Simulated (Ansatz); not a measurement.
# doublet [Si2H5ClO2]+: levels of theory compared

Aim: a comparison of 5 runs (UHF/3-21G, U-r2SCAN/cc-pVDZ, U-revPBE/cc-pVDZ, UB3LYP/cc-pVDZ, USVWN5/cc-pVDZ) of doublet [Si2H5ClO2]+. 

Program for the calculation: Ansatz 0.2.0.

45 further runs of the same task are left out: 45 set aside as unsound or not needed.

### Step 1. The system as given

The species is [Si2H5ClO2]+ (10 atoms), meant as a doublet with charge +1. SMILES of the parent species: `O[SiH2][SiH](O)Cl`. The coordinates come from a PBE0-D4/def2-TZVP relaxation. This is one conformer, not always the lowest. That shape belongs to the parent species and isn't relaxed for this state.

Bond lengths: O1–Si2 1.650 Å, Si2–Si3 2.348 Å, Si3–O4 1.649 Å, Si3–Cl5 2.066 Å, O1–H6 0.960 Å, Si2–H7 1.491 Å, Si2–H8 1.483 Å, Si3–H9 1.486 Å, O4–H10 0.960 Å. Some angles: O1–Si2–Si3 106.6°, Si2–Si3–O4 101.2°, Si2–Si3–Cl5 111.9°, O4–Si3–Cl5 110.1°, O1–Si2–H7 111.9°, O1–Si2–H8 108.3°, Si3–Si2–H7 109.2°, Si3–Si2–H8 112.4°, Si2–O1–H6 115.5°, Si2–Si3–H9 117.8°.

### Step 2. The energy at UHF/3-21G (run 1)

Contents of run.yaml:

```yaml
crystal:
  periodic: [false, false, false]
  atoms:
    - {symbol: O, position_ang: [-0.930000, 0.870600, 1.737400]}
    - {symbol: Si, position_ang: [-0.447400, 1.332200, 0.228900]}
    - {symbol: Si, position_ang: [0.341100, -0.602400, -0.843800]}
    - {symbol: O, position_ang: [0.842400, -1.502200, 0.443500]}
    - {symbol: Cl, position_ang: [-1.163400, -1.590800, -1.857000]}
    - {symbol: H, position_ang: [-0.481100, 0.102500, 2.098700]}
    - {symbol: H, position_ang: [0.646000, 2.345000, 0.279800]}
    - {symbol: H, position_ang: [-1.611200, 1.931000, -0.468100]}
    - {symbol: H, position_ang: [1.430200, -0.446300, -1.842900]}
    - {symbol: H, position_ang: [1.198600, -2.379200, 0.286500]}
basis:
  gaussian: {orbitals: 3-21G.json}
total_charge: 1
magnetization: {spin_polarized: true, initial_magnetization: 1}
hamiltonian: {xc: hf}
accuracy: high
output: {orbitals: {seedname: orbitals}}
```

The basis set 3-21G is read from a file made from the Basis Set Exchange's data (not shown).

On the command line:

```sh
$ ansatz run run.yaml --threads 1 --pin off --max-ram 2610MiB --events-out events.jsonl --progress --plain --runs-dir runs
```

What it wrote:

```text
Warning: RAYON_NUM_THREADS=1 ignored (pool sized by the plan → 1); use --threads N
Functional definition: HF
  name "HF"
  exchange = exact_x
  correlation = 0
1523 factors; integrals over basis functions are off by at most 1.0e-8 eV
mean field evaluation 1: about -32200.8417 eV, gradient 4.1e1 eV
mean field evaluation 2: about -32201.1568 eV, gradient 4.1e1 eV
mean field evaluation 4: about -32207.7979 eV, gradient 2.6e0 eV
mean field evaluation 8: about -32207.9289 eV, gradient 4.4e-1 eV
mean field evaluation 16: about -32207.9582 eV, gradient 2.3e-1 eV
mean field evaluation 32: about -32208.1582 eV, gradient 1.8e-8 eV
mean field evaluation 64: about -32207.5270 eV, gradient 4.1e-1 eV
mean field evaluation 96: about -32207.0131 eV, gradient 4.3e-1 eV
mean field evaluation 128: about -32206.7498 eV, gradient 2.0e-1 eV
mean field evaluation 160: about -32208.1448 eV, gradient 1.7e-1 eV
mean field evaluation 192: about -32208.1276 eV, gradient 6.4e-1 eV
mean field -32208.15821714 eV, -1183.6279830061 hartree, gradient 1.9e-8 eV, S^2 0.769481; 2 other end points of the search recorded, 0 dependent functions left out
reference -32208.15821714 eV, -1183.6279830061 hartree; 33, 32 occupied and 34, 35 virtual orbitals, 1523 factors
Total energy: -32208.15821714 eV, -1183.6279830061 hartree
```

It took 6.6 s on 1 thread of Arm Neoverse V2, shared host; peak memory 0.33 GiB.

### Step 3. The energy at U-r2SCAN/cc-pVDZ (run 2)

Contents of molecule.yaml:

```yaml
crystal:
  periodic: [false, false, false]
  atoms:
    - symbol: O
      position_ang: [-0.930000, 0.870600, 1.737400]
    - symbol: Si
      position_ang: [-0.447400, 1.332200, 0.228900]
    - symbol: Si
      position_ang: [0.341100, -0.602400, -0.843800]
    - symbol: O
      position_ang: [0.842400, -1.502200, 0.443500]
    - symbol: Cl
      position_ang: [-1.163400, -1.590800, -1.857000]
    - symbol: H
      position_ang: [-0.481100, 0.102500, 2.098700]
    - symbol: H
      position_ang: [0.646000, 2.345000, 0.279800]
    - symbol: H
      position_ang: [-1.611200, 1.931000, -0.468100]
    - symbol: H
      position_ang: [1.430200, -0.446300, -1.842900]
    - symbol: H
      position_ang: [1.198600, -2.379200, 0.286500]
basis:
  gaussian:
    orbitals: cc-pVDZ
total_charge: 1
magnetization:
  spin_polarized: true
  initial_magnetization: 1
hamiltonian:
  xc: {name: r2SCAN}
accuracy: high
output: {orbitals: {seedname: orbitals}}
```

On the command line:

```sh
$ ansatz run molecule.yaml --threads 1 --pin off --max-ram 2610MiB --events-out events.jsonl --progress --plain --runs-dir runs
```

What it wrote:

```text
Warning: RAYON_NUM_THREADS=1 ignored (pool sized by the plan → 1); use --threads N
Functional definition: r2SCAN
  name "r2SCAN"
  parameter k0 = 0.174
  parameter k1 = 0.065
  parameter a1 = 4.9479
  exchange = r2scan_x(k0 = k0, k1 = k1, a1 = a1)
  correlation = r2scan_c
2471 factors; integrals over basis functions are off by at most 5.7e-9 eV
mean field evaluation 1: about -32426.8297 eV, gradient 6.6e1 eV
mean field evaluation 2: about -32268.7554 eV, gradient 1.8e2 eV
mean field evaluation 4: about -32435.5666 eV, gradient 3.5e1 eV
mean field evaluation 8: about -32442.9676 eV, gradient 1.1e0 eV
mean field evaluation 16: about -32442.9680 eV, gradient 2.1e-3 eV
mean field evaluation 32: about -32442.9680 eV, gradient 8.9e-8 eV
mean field -32442.96797342 eV, -1192.2570823895 hartree, gradient 1.9e-8 eV, S^2 0.754897; 4 other end points of the search recorded, 0 dependent functions left out
reference -32442.96797578 eV, -1192.2570824766 hartree; 33, 32 occupied and 74, 75 virtual orbitals, 2471 factors
Total energy: -32442.96797578 eV, -1192.2570824766 hartree
```

Wall time 50 s (1 thread of Arm Neoverse V2, shared host); peak memory 0.62 GiB.

Run 3 isn't shown in full; the table further down has it.

### Step 4. A single-point energy at UB3LYP/cc-pVDZ (run 4)

Contents of job.yaml:

```yaml
crystal:
  periodic: [false, false, false]
  atoms:
    - {symbol: O, position_ang: [-0.930000, 0.870600, 1.737400]}
    - {symbol: Si, position_ang: [-0.447400, 1.332200, 0.228900]}
    - {symbol: Si, position_ang: [0.341100, -0.602400, -0.843800]}
    - {symbol: O, position_ang: [0.842400, -1.502200, 0.443500]}
    - {symbol: Cl, position_ang: [-1.163400, -1.590800, -1.857000]}
    - {symbol: H, position_ang: [-0.481100, 0.102500, 2.098700]}
    - {symbol: H, position_ang: [0.646000, 2.345000, 0.279800]}
    - {symbol: H, position_ang: [-1.611200, 1.931000, -0.468100]}
    - {symbol: H, position_ang: [1.430200, -0.446300, -1.842900]}
    - {symbol: H, position_ang: [1.198600, -2.379200, 0.286500]}
basis:
  gaussian: {orbitals: cc-pVDZ}
total_charge: 1
magnetization: {spin_polarized: true, initial_magnetization: 1}
hamiltonian: {xc: {name: B3LYP}}
accuracy: high
output: {orbitals: {seedname: orbitals}}
```

On the command line:

```sh
$ ansatz run job.yaml --threads 1 --pin off --max-ram 2610MiB --events-out events.jsonl --progress --plain --runs-dir runs
```

What it wrote:

```text
Warning: RAYON_NUM_THREADS=1 ignored (pool sized by the plan → 1); use --threads N
Functional definition: B3LYP
  name "B3LYP"
  parameter a0 = 0.2
  parameter ax = 0.72
  parameter ac = 0.81
  exchange = (1 - a0 - ax)*slater_x + ax*b88_x + a0*exact_x
  correlation = (1 - ac)*vwn_rpa_c + ac*lyp_c
2471 factors; integrals over basis functions are off by at most 5.7e-9 eV
mean field evaluation 1: about -32432.8159 eV, gradient 6.6e1 eV
mean field evaluation 2: about -32330.5061 eV, gradient 1.6e2 eV
mean field evaluation 4: about -32444.7840 eV, gradient 2.7e1 eV
mean field evaluation 8: about -32448.2567 eV, gradient 2.4e-1 eV
mean field evaluation 16: about -32448.4345 eV, gradient 7.7e-3 eV
mean field evaluation 32: about -32448.4345 eV, gradient 6.0e-7 eV
mean field -32448.43446532 eV, -1192.4579722618 hartree, gradient 4.8e-8 eV, S^2 0.755147; 2 other end points of the search recorded, 0 dependent functions left out
reference -32448.43451093 eV, -1192.4579739377 hartree; 33, 32 occupied and 74, 75 virtual orbitals, 2471 factors
Total energy: -32448.43451093 eV, -1192.4579739377 hartree
```

Wall time 32 s (1 thread of Arm Neoverse V2, shared host); peak memory 0.65 GiB.

### Step 5. The energy at USVWN5/cc-pVDZ (run 5)

Contents of molecule.yaml:

```yaml
crystal:
  periodic: [false, false, false]
  atoms:
    - {symbol: O, position_ang: [-0.930000, 0.870600, 1.737400]}
    - {symbol: Si, position_ang: [-0.447400, 1.332200, 0.228900]}
    - {symbol: Si, position_ang: [0.341100, -0.602400, -0.843800]}
    - {symbol: O, position_ang: [0.842400, -1.502200, 0.443500]}
    - {symbol: Cl, position_ang: [-1.163400, -1.590800, -1.857000]}
    - {symbol: H, position_ang: [-0.481100, 0.102500, 2.098700]}
    - {symbol: H, position_ang: [0.646000, 2.345000, 0.279800]}
    - {symbol: H, position_ang: [-1.611200, 1.931000, -0.468100]}
    - {symbol: H, position_ang: [1.430200, -0.446300, -1.842900]}
    - {symbol: H, position_ang: [1.198600, -2.379200, 0.286500]}
basis:
  gaussian:
    orbitals: cc-pVDZ
total_charge: 1
magnetization:
  spin_polarized: true
  initial_magnetization: 1
hamiltonian:
  xc: {name: SVWN5}
accuracy: high
output: {orbitals: {seedname: orbitals}}
```

On the command line:

```sh
$ ansatz run molecule.yaml --threads 1 --pin off --max-ram 2610MiB --events-out events.jsonl --progress --plain --runs-dir runs
```

What it wrote:

```text
Warning: RAYON_NUM_THREADS=1 ignored (pool sized by the plan → 1); use --threads N
Functional definition: SVWN5
  name "SVWN5"
  exchange = slater_x
  correlation = vwn5_c
2471 factors; integrals over basis functions are off by at most 5.7e-9 eV
mean field evaluation 1: about -32294.5677 eV, gradient 7.2e1 eV
mean field evaluation 2: about -32067.6775 eV, gradient 2.0e2 eV
mean field evaluation 4: about -32304.0697 eV, gradient 4.0e1 eV
mean field evaluation 8: about -32313.8700 eV, gradient 3.1e0 eV
mean field evaluation 16: about -32313.9389 eV, gradient 5.2e-3 eV
mean field evaluation 32: about -32312.4061 eV, gradient 9.7e0 eV
mean field -32313.93891502 eV, -1187.5153519525 hartree, gradient 5.5e-8 eV, S^2 0.751168; 6 other end points of the search recorded, 0 dependent functions left out
reference -32313.93891875 eV, -1187.5153520894 hartree; 33, 32 occupied and 74, 75 virtual orbitals, 2471 factors
Total energy: -32313.93891875 eV, -1187.5153520894 hartree
```

It took 12 s on 1 thread of Arm Neoverse V2, shared host; peak memory 0.39 GiB.

### Step 6. The series

| run | level | energy (Eh) | HOMO energy (eV) | LUMO energy (eV) | ⟨S²⟩ | wall time |
| --- | --- | --- | --- | --- | --- | --- |
| 1 | UHF/3-21G | -1183.627983 | -16.17 | -7.82 | 0.769 | 6.6 s |
| 2 | U-r2SCAN/cc-pVDZ | -1192.257082 | -13.08 | -12.28 | 0.755 | 50 s |
| 3 | U-revPBE/cc-pVDZ | -1192.158883 | -12.69 | -12.08 | 0.752 | 23 s |
| 4 | UB3LYP/cc-pVDZ | -1192.457974 | -13.86 | -11.87 | 0.755 | 32 s |
| 5 | USVWN5/cc-pVDZ | -1187.515352 | -12.73 | -12.22 | 0.751 | 12 s |

### Step 7. Outcome

```
                                 quantity           value
                      run 5: total energy  -1187.51535 Eh
run 5: HOMO energy (highest over α and β)       -12.73 eV
 run 5: LUMO energy (lowest over α and β)       -12.22 eV
                              run 5: ⟨S²⟩           0.751
```

What this shows: Totals of different functionals can't be ranked against each other. All runs together took 2.1 min, the longest 50 s.
